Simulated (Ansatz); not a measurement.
# AlH7O2Si2: up Jacob's ladder to CCSD(T)

Aim: compute AlH7O2Si2 with functionals from several rungs and with coupled cluster, and see how far each lands from CCSD(T) at the basis-set limit for the atomisation energy.

Method: functionals in def2-TZVPP, the program's frozen cores in correlated methods; program: Ansatz 0.2.0, Gaussian basis.

Plan: LDA (SPW92), PBE-D4, revPBE-D4, BLYP-D4, r2SCAN-D4, B97M-V, PBE0-D4, B3LYP-D4, r2SCANh-D4, r2SCAN0-D4, HSE06-D4, BHLYP-D4, CAM-B3LYP-D4, LC-ωPBE, ωB97X-V, ωB97M-V, B2PLYP, PBE-QIDH; CCSD(T)/def2-SVP; CCSD(T)/def2-TZVPP; MP2/def2-QZVPP; extrapolation to the limit; RPA on PBE.

## (1) The relaxed structure

An earlier PBE0-D4 in a triple-zeta def2 set relaxation fixed the geometry.

12 atoms, charge 0, spin multiplicity 1.

Atoms are counted from 1 here; the program's logs count them from 0.

Bond lengths: O1–Si2 1.646 Å, O1–H6 0.959 Å, Si2–Si3 2.342 Å, Si2–O4 1.624 Å, Si2–H7 1.492 Å, Si3–H8 1.489 Å, Si3–H9 1.488 Å, Si3–H10 1.490 Å, O4–Al5 1.685 Å, Al5–H11 1.579 Å, Al5–H12 1.579 Å. Angles: Si2–O1–H6 117.8°, O1–Si2–Si3 105.4°, O1–Si2–O4 111.7°, O1–Si2–H7 109.5°, Si3–Si2–O4 110.6°, Si3–Si2–H7 112.8°, O4–Si2–H7 106.9°, Si2–Si3–H8 110.3°, Si2–Si3–H9 111.5°, Si2–Si3–H10 109.7°, H8–Si3–H9 108.8°, H8–Si3–H10 108.1°, H9–Si3–H10 108.4°, Si2–O4–Al5 169.3°, O4–Al5–H11 118.2°, O4–Al5–H12 117.6°, H11–Al5–H12 124.3°.

As a file:

```xyz
12
AlH7O2Si2
O    -2.0242   -0.1551    0.8767
Si   -0.4228    0.2208    0.8159
Si    0.6959   -1.8358    0.7500
O    -0.0647    1.1096   -0.4955
Al    0.4316    1.7642   -1.9664
H    -2.6417    0.5504    1.0768
H    -0.0584    1.0398    2.0085
H     0.3037   -2.5986   -0.4675
H     0.3913   -2.6603    1.9507
H     2.1668   -1.6061    0.6997
H     1.7681    1.2229   -2.6100
H    -0.4687    2.8932   -2.6048
```

## (2) LDA

This LDA is Slater exchange with PW92 correlation.

The input, in.yaml:

```yaml
crystal:
  periodic: [false, false, false]
  atoms:
    - {symbol: O, position_ang: [-2.024209, -0.155121, 0.876687]}
    - {symbol: Si, position_ang: [-0.422794, 0.220759, 0.815900]}
    - {symbol: Si, position_ang: [0.695902, -1.835844, 0.749992]}
    - {symbol: O, position_ang: [-0.064680, 1.109557, -0.495504]}
    - {symbol: Al, position_ang: [0.431557, 1.764189, -1.966387]}
    - {symbol: H, position_ang: [-2.641715, 0.550399, 1.076766]}
    - {symbol: H, position_ang: [-0.058358, 1.039850, 2.008474]}
    - {symbol: H, position_ang: [0.303694, -2.598613, -0.467453]}
    - {symbol: H, position_ang: [0.391280, -2.660342, 1.950656]}
    - {symbol: H, position_ang: [2.166838, -1.606142, 0.699716]}
    - {symbol: H, position_ang: [1.768136, 1.222916, -2.610045]}
    - {symbol: H, position_ang: [-0.468652, 2.893193, -2.604802]}
basis:
  gaussian: {orbitals: def2-TZVPP}
hamiltonian: {xc: lda}
output: {orbitals: {seedname: orbitals}}
```

After this run come: PBE-D4 (GGA); revPBE-D4 (GGA); BLYP-D4 (GGA); r2SCAN-D4 (meta-GGA); B97M-V (meta-GGA); PBE0-D4 (hybrid); B3LYP-D4 (hybrid); r2SCANh-D4 (hybrid); r2SCAN0-D4 (hybrid); HSE06-D4 (hybrid); BHLYP-D4 (hybrid); CAM-B3LYP-D4 (range-separated); LC-ωPBE (range-separated); ωB97X-V (range-separated); ωB97M-V (range-separated); B2PLYP (double hybrid); PBE-QIDH (double hybrid); CCSD(T) in def2-SVP; CCSD(T) in def2-TZVPP; MP2 in def2-QZVPP; RPA on PBE orbitals.

**Question.** What will the summary of the whole plan be? Wanted: atomisation energy, CCSD(T)/CBS; farthest beyond LDA; mean size of error, GGA; mean size of error, meta-GGA; mean size of error, hybrid; mean size of error, range-separated; mean size of error, double hybrid; gap, smallest and largest; T1 diagnostic.

As calculated:

| quantity | value |
| --- | --- |
| atomisation energy, CCSD(T)/CBS | 959.0 kcal/mol |
| functionals within 4.8 kcal/mol (0.5 %) | B97M-V, CAM-B3LYP-D4, ωB97X-V, ωB97M-V |
| farthest beyond LDA | revPBE-D4 (-32.5 kcal/mol) |
| mean size of error, GGA | 20.2 kcal/mol |
| mean size of error, meta-GGA | 4.0 kcal/mol |
| mean size of error, hybrid | 19.1 kcal/mol |
| mean size of error, range-separated | 5.8 kcal/mol |
| mean size of error, double hybrid | 19.9 kcal/mol |
| gap, smallest and largest | 4.34 eV (LDA (SPW92)), 11.10 eV (LC-ωPBE) |
| T1 diagnostic | 0.0130 |
| triples share of the correlation energy | 3.3 % |

In words: The LDA atomisation energy is off by 103.4 kcal/mol (11 %): it overbinds. PBE-D4 is off by -13.5 kcal/mol. Double hybrids carry the basis error of their MP2 part in triple zeta, and no dispersion term here, so their miss is partly the set-up's. By mean error the best rung here is meta-GGA (4.0 kcal/mol) and the worst beyond LDA is GGA (20.2 kcal/mol). The gap between the best rungs is small, so their order is not settled. The reference freezes the cores and leaves out relativity and excitations past (T), so misses under about 4.8 kcal/mol can't be ranked. Hartree-Fock recovers 74 % of the binding; the rest is correlation. CCSD(T) in def2-SVP is off by -76.9 kcal/mol, more than most functionals: a good method in a small basis is no reference. The gap grows from 4.3 to 11.1 eV across the functionals, mostly with the share of exact exchange.
